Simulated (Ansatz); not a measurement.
**BrFH2O2Sn: one species, many methods**

One table from this session's results is given with a row withheld; the runs are named, their logs left out.

Program: Ansatz 0.2.0, Gaussian basis. Level of theory: functionals in def2-TZVPP, the program's frozen cores in correlated methods. These are calculated values, not measurements.

Plan: LDA (SPW92), PBE-D4, revPBE-D4, BLYP-D4, r2SCAN-D4, B97M-V, PBE0-D4, B3LYP-D4, r2SCANh-D4, r2SCAN0-D4, HSE06-D4, BHLYP-D4, CAM-B3LYP-D4, LC-ωPBE, ωB97X-V, ωB97M-V, B2PLYP, PBE-QIDH; CCSD(T)/def2-SVP; CCSD(T)/def2-TZVPP; MP2/def2-QZVPP; extrapolation to the limit; RPA on PBE.

## The geometry

The geometry comes from an earlier relaxation with PBE0-D4 in a triple-zeta def2 set; it is a stationary point, not always the lowest conformer. Sn takes the def2 core potential; no spin-orbit term is included.

7 atoms, charge 0, spin multiplicity 1.

Atoms are counted from 1 here; the program's logs count them from 0.

Bond lengths: O1–Sn2 1.936 Å, O1–H6 0.962 Å, Sn2–O3 1.929 Å, Sn2–F4 1.906 Å, Sn2–Br5 2.426 Å, O3–H7 0.963 Å. Angles: Sn2–O1–H6 112.9°, O1–Sn2–O3 108.1°, O1–Sn2–F4 105.6°, O1–Sn2–Br5 115.7°, O3–Sn2–F4 110.4°, O3–Sn2–Br5 109.8°, F4–Sn2–Br5 107.2°, Sn2–O3–H7 111.9°.

Coordinates:

```csv
atom,x (Å),y (Å),z (Å)
O1,-1.10631,0.30640,1.16209
Sn2,0.07773,0.11565,-0.35810
O3,1.76699,-0.56364,0.27929
F4,-0.76011,-1.15736,-1.50287
Br5,0.44332,2.12526,-1.66679
H6,-2.03021,0.15886,0.93832
H7,1.66978,-1.05328,1.10227
```

The first run:

File in.yaml:

```yaml
crystal:
  periodic: [false, false, false]
  atoms:
    - {symbol: O, position_ang: [-1.106308, 0.306401, 1.162093]}
    - {symbol: Sn, position_ang: [0.077734, 0.115655, -0.358100]}
    - {symbol: O, position_ang: [1.766990, -0.563636, 0.279290]}
    - {symbol: F, position_ang: [-0.760107, -1.157361, -1.502874]}
    - {symbol: Br, position_ang: [0.443322, 2.125260, -1.666793]}
    - {symbol: H, position_ang: [-2.030210, 0.158862, 0.938316]}
    - {symbol: H, position_ang: [1.669780, -1.053282, 1.102269]}
basis:
  gaussian: {orbitals: def2-TZVPP}
hamiltonian: {xc: lda}
output: {orbitals: {seedname: orbitals}}
```

Among the steps run: LDA; PBE-D4 (GGA); revPBE-D4 (GGA); BLYP-D4 (GGA); r2SCAN-D4 (meta-GGA); B97M-V (meta-GGA); PBE0-D4 (hybrid); B3LYP-D4 (hybrid); r2SCANh-D4 (hybrid); r2SCAN0-D4 (hybrid); HSE06-D4 (hybrid); BHLYP-D4 (hybrid); CAM-B3LYP-D4 (range-separated); LC-ωPBE-D4 (range-separated; the results give it without D4); ωB97X-V (range-separated); ωB97M-V (range-separated); B2PLYP (double hybrid); PBE-QIDH (double hybrid).

One table of the session follows, with a row left open; its other results are not shown here.

It belongs to the step «Frontier levels by functional». 

```
  functional  HOMO (eV)  LUMO (eV)  gap (eV)
 LDA (SPW92)      -7.96      -3.78      4.18
      PBE-D4      -7.77      -3.42      4.35
   revPBE-D4      -7.70      -3.29      4.41
     BLYP-D4      -7.61      -3.40      4.22
   r2SCAN-D4          ?          ?         ?
      B97M-V      -8.20      -3.15      5.05
     PBE0-D4      -9.19      -2.50      6.69
    B3LYP-D4      -8.91      -2.84      6.07
  r2SCANh-D4      -8.68      -2.88      5.80
  r2SCAN0-D4      -9.44      -2.37      7.07
    HSE06-D4      -8.78      -2.87      5.92
    BHLYP-D4     -10.39      -1.55      8.83
CAM-B3LYP-D4     -10.55      -1.53      9.02
     LC-ωPBE     -11.97      -0.20     11.77
     ωB97X-V     -11.59      -0.34     11.24
     ωB97M-V     -11.45      -0.48     10.97
```

Q: Estimate the row for r2SCAN-D4 from the others.

Worked estimate for «HOMO (eV)». Against the share of exact exchange, r2SCANh-D4 (0.1, -8.68), r2SCAN0-D4 (0.25, -9.44) give a slope of -5.07 per unit share; at 0 the line stands at -8.17.

The run gave: HOMO (eV): -8.16; LUMO (eV): -3.21; gap (eV): 4.94. In «HOMO (eV)» the line misses by -0.01.
